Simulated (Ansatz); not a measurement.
**SnSe2: how the settings move a single-point run**

How sensitive is a single-point run of SnSe2 to its settings? A reference run comes first, then six runs with altered input. The cell is built on a prototype (fluorite) and needn't be the phase found in nature.

Method: reference: DFT, PBEsol, plane waves, PAW, in Ansatz 0.2.0.

2 further runs of the same task are left out: 2 that didn't finish.

### 1 The starting structure

The structure is cubic, space group Fm-3m (No. 225). Conventional cell: a = 6.814 Å, b = 6.814 Å, c = 6.814 Å, α = 90.00°, β = 90.00°, γ = 90.00°. Around Sn (site symmetry m-3m) lie 8 Se at 2.95 Å. Se (site symmetry -43m) has 4 Sn at 2.95 Å as nearest neighbours.

Structure file:

```
Sn Se
1.0
     0.00000    3.40686    3.40686
     3.40686    0.00000    3.40686
     3.40686    3.40686    0.00000
Sn Se
1 2
Direct
  0.00000 0.00000 0.00000
  0.25000 0.25000 0.25000
  0.75000 0.75000 0.75000
```

### 2 Baseline

The input, input.yaml:

```yaml
crystal:
  lattice:
    - [0.0, 3.4068553633, 3.4068553633]
    - [3.4068553633, 0.0, 3.4068553633]
    - [3.4068553633, 3.4068553633, 0.0]
  atoms:
    - { symbol: Sn, position: [0.0, 0.0, 0.0] }
    - { symbol: Se, position: [0.25, 0.25, 0.25] }
    - { symbol: Se, position: [0.75, 0.75, 0.75] }
kpoints:
  mp_grid: { grid: [4, 4, 4] }
hamiltonian:
  xc: pbesol
scf:
  occupations: { method: fermi_dirac, width: 0.02 }
  n_extra_bands: 4
output:
  forces: true
  stress: true
  eigenvalues: true
```

Started as:

```sh
> ansatz run input.yaml --threads 4 --pin off --max-ram 3686MiB --backend cpu --events-out ev --progress --plain --runs-dir out
```

### 3 Changing settings: occupations.method cold, occupations.width 0.5

input.yaml: that of step 2 with these lines changed.

```diff
@@ -14,3 +14,3 @@
 scf:
-  occupations: { method: fermi_dirac, width: 0.02 }
+  occupations: { method: cold, width: 0.5 }
   n_extra_bands: 4
```

### 4 Changed: occupations.method methfessel_paxton, occupations.width 0.05

input.yaml: that of step 2 with these lines changed.

```diff
@@ -14,3 +14,3 @@
 scf:
-  occupations: { method: fermi_dirac, width: 0.02 }
+  occupations: { method: methfessel_paxton, width: 0.05 }
   n_extra_bands: 4
```

### 5 Variant: occupations.method methfessel_paxton, occupations.width 0.2

input.yaml: that of step 2 with these lines changed.

```diff
@@ -14,3 +14,3 @@
 scf:
-  occupations: { method: fermi_dirac, width: 0.02 }
+  occupations: { method: methfessel_paxton, width: 0.2 }
   n_extra_bands: 4
```

### 6 Variant: mixing.ndim 2

input.yaml: that of step 2 with these lines changed.

```diff
@@ -16,2 +16,4 @@
   n_extra_bands: 4
+  mixing: { ndim: 2 }
+  max_iter: 77
 output:
```

### 7 Changing settings: mixing.beta 0.05

input.yaml: that of step 2 with these lines changed.

```diff
@@ -16,2 +16,4 @@
   n_extra_bands: 4
+  mixing: { beta: 0.05 }
+  max_iter: 65
 output:
```

### 8 Changed: occupations.width 0.5

input.yaml: that of step 2 with these lines changed.

```diff
@@ -14,3 +14,3 @@
 scf:
-  occupations: { method: fermi_dirac, width: 0.02 }
+  occupations: { method: fermi_dirac, width: 0.5 }
   n_extra_bands: 4
```

What does the calculation give? Wanted: for each run, ending; energy change; pressure; gap; force.

The runs gave:

| run | ending | energy change | pressure (GPa) | gap (eV) | force (eV/Å) | cycles | time |
| --- | --- | --- | --- | --- | --- | --- | --- |
| reference | converged | 0 | -1.2 | 0.00 | 0.00 | 9 | 1.2 s |
| 1: occupations.method cold, occupations.width 0.5 | converged | -5.2 meV/atom (σ→0) | -1.2 | 0.00 | 0.00 | 6 | 1.1 s |
| 2: occupations.method methfessel_paxton, occupations.width 0.05 | converged | +0.5 meV/atom (σ→0) | -1.2 | 0.00 | 0.00 | 9 | 1.2 s |
| 3: occupations.method methfessel_paxton, occupations.width 0.2 | converged | -4.5 meV/atom (σ→0) | -1.3 | 0.00 | 0.00 | 7 | 1.1 s |
| 4: mixing.ndim 2 | converged | 0.0 meV/atom | -1.2 | 0.00 | 0.00 | 22 | 1.9 s |
| 5: mixing.beta 0.05 | converged | 0.0 meV/atom | -1.2 | 0.00 | 0.00 | 10 | 1.3 s |
| 6: occupations.width 0.5 | converged | -75.6 meV/atom (σ→0) | 0.8 | 0.00 | 0.00 | 6 | 1.2 s |

Residual by cycle in the longest SCF loop of each run; runs are numbered as in the table. The quantity is the density residual dr2, in eV.

| cycle | reference | run 1 | run 2 | run 3 | run 4 | run 5 | run 6 |
| --- | --- | --- | --- | --- | --- | --- | --- |
| 1 | 0.00633 | 0.00247 | 0.00892 | 0.00306 | 0.00633 | 0.00633 | 0.00558 |
| 3 | 9.1e-4 | 6.6e-5 | 0.00177 | 1.0e-4 | 9.1e-4 | 0.00233 | 8.6e-5 |
| 5 | 1.5e-4 | 8.3e-7 | 3.6e-4 | 2.6e-6 | 2.9e-4 | 2.5e-4 | 3.7e-7 |
| 7 | 3.0e-6 | - | 1.2e-5 | 9.0e-9 | 1.2e-4 | 1.7e-5 | - |
| 9 | 1.1e-8 | - | 8.1e-8 | - | 3.6e-5 | 3.9e-7 | - |
| 11 | - | - | - | - | 1.7e-5 | - | - |
| 12 | - | - | - | - | 8.6e-6 | - | - |
| 14 | - | - | - | - | 2.8e-6 | - | - |
| 16 | - | - | - | - | 1.0e-6 | - | - |
| 18 | - | - | - | - | 4.1e-7 | - | - |
| 20 | - | - | - | - | 1.2e-7 | - | - |
| 22 | - | - | - | - | 7.2e-8 | - | - |

**Reading.** Semilocal functionals close small gaps, so the missing gap need not be the real solid's.
